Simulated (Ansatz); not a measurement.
# F2H2SSn: the cost of one run

All numbers are computed with Ansatz 0.2.0 through its Python package. Level of theory: PBE/def2-SVPD.

## 1. Starting point

Bond lengths: F1–Sn2 1.986 Å, Sn2–F3 1.954 Å, Sn2–S4 2.357 Å, Sn2–H5 1.748 Å, S4–H6 1.392 Å. Angles: F1–Sn2–F3 109.4°, F1–Sn2–S4 111.8°, F1–Sn2–H5 108.6°, F3–Sn2–S4 109.0°, F3–Sn2–H5 109.5°, S4–Sn2–H5 108.6°, Sn2–S4–H6 95.6°.

Input file f2h2ssn.xyz:

```xyz
6

F     0.39470   -2.14570    1.01580
Sn    0.35240   -0.41530    0.04180
F     0.40250   -0.75350   -1.88200
S    -1.58330    0.82960    0.55250
H     1.75430    0.51990    0.50770
H    -1.27860    1.90090   -0.28190
```

## 2. Script

Contents of run_field.py:

```python
"""Dipole of F2H2SSn in the field of point charges."""

import ansatz as az
import numpy as np

BASIS = "def2-SVPD"
FUNCTIONAL = "PBE"

molecule = az.Crystal.molecule_from_extxyz("f2h2ssn.xyz")

calculation = (
    molecule.calculation()
    .basis(gaussian=BASIS)
    .functional(FUNCTIONAL)
    .forces()
)
# charges +q and -q at -R and +R make a nearly even field 2 k q / R^2 at the centre
centre = np.mean([site.position_ang for site in molecule.cartesian_sites], axis=0)
field = 2 * 14.399645 * 4.0 / 40.0 ** 2


def dipole(axis, sign):
    arm = 40.0 * np.eye(3)[axis]
    pair = [{"charge": sign * 4.0, "position_ang": (centre - arm).tolist()}, {"charge": -sign * 4.0, "position_ang": (centre + arm).tolist()}]
    deck = calculation.input().set(az.key.basis.gaussian.point_charges, pair)
    return np.array(az.Session.from_dict(deck).plan().execute().report["charge_distribution"]["dipole_moment_e_ang"])


print(f"field {field:.4f} V/A")
alpha = np.array([(dipole(axis, 1) - dipole(axis, -1)) / (2 * field) * 14.399645 for axis in range(3)])
print("polarisability tensor (A^3)")
print(np.array2string(alpha, precision=3, suppress_small=True))
print(f"mean {np.trace(alpha) / 3:.3f} A^3 = {np.trace(alpha) / 3 / 0.14818471:.2f} bohr^3")
```

## 3. Running it

The run is started by

```
$ python run_field.py
```

**Question.** How long does this script take on 1 thread of Arm Neoverse N1, shared host, and how much memory does it need?

About 40 s, with a peak of 0.22 GiB.
